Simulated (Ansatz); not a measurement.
# ClH5OW: the cost of one run

All numbers below are computed with Ansatz 0.2.0 (RKS PBE/def2-SVP).

### 1 The starting structure

Bond lengths: W1–H2 1.720 Å, W1–Cl3 2.390 Å, W1–O4 1.940 Å, O4–H5 1.010 Å, W1–H6 1.720 Å, W1–H7 1.720 Å, W1–H8 1.720 Å. Angles (14 of 16 angles, heavy atoms first): Cl3–W1–O4 90.0°, H2–W1–Cl3 90.0°, H2–W1–O4 90.0°, Cl3–W1–H6 180.0°, Cl3–W1–H7 90.0°, Cl3–W1–H8 90.0°, O4–W1–H6 90.0°, O4–W1–H7 180.0°, O4–W1–H8 90.0°, W1–O4–H5 109.5°, H2–W1–H6 90.0°, H2–W1–H7 90.0°, H2–W1–H8 180.0°, H6–W1–H7 90.0°.

As a file:

```xyz
8

W     0.0000    0.0000    0.0000
H     0.0000    0.0000    1.7200
Cl    2.3900    0.0000    0.0000
O     0.0000    1.9400    0.0000
H    -0.6343    2.2771   -0.7100
H    -1.7200    0.0000    0.0000
H     0.0000   -1.7200    0.0000
H     0.0000    0.0000   -1.7200
```

### 2 Preparing the start

Contents of input.yaml:

```yaml
crystal:
  periodic: [false, false, false]
  atoms:
    - { symbol: W, position_ang: [0.0, 0.0, 0.0] }
    - { symbol: H, position_ang: [0.0, 0.0, 1.72] }
    - { symbol: Cl, position_ang: [2.39, 0.0, 0.0] }
    - { symbol: O, position_ang: [0.0, 1.94, 0.0] }
    - { symbol: H, position_ang: [-0.6343, 2.2771, -0.71] }
    - { symbol: H, position_ang: [-1.72, 0.0, 0.0] }
    - { symbol: H, position_ang: [0.0, -1.72, 0.0] }
    - { symbol: H, position_ang: [0.0, 0.0, -1.72] }
basis:
  gaussian: { orbitals: def2-SVP }
hamiltonian:
  xc: pbe
relax:
  f_tol: 0.02
  max_steps: 40
```

On the command line:

```
> ansatz run input.yaml --threads 2 --pin off --max-ram 3072MiB --backend cpu --events-out ev --progress --plain --runs-dir out
```

What time and memory should one allow on 2 threads of Intel Xeon Platinum 8259CL at 2.50GHz (Skylake/Cascade Lake), shared host?

About 47 s, with a peak of 0.15 GiB.
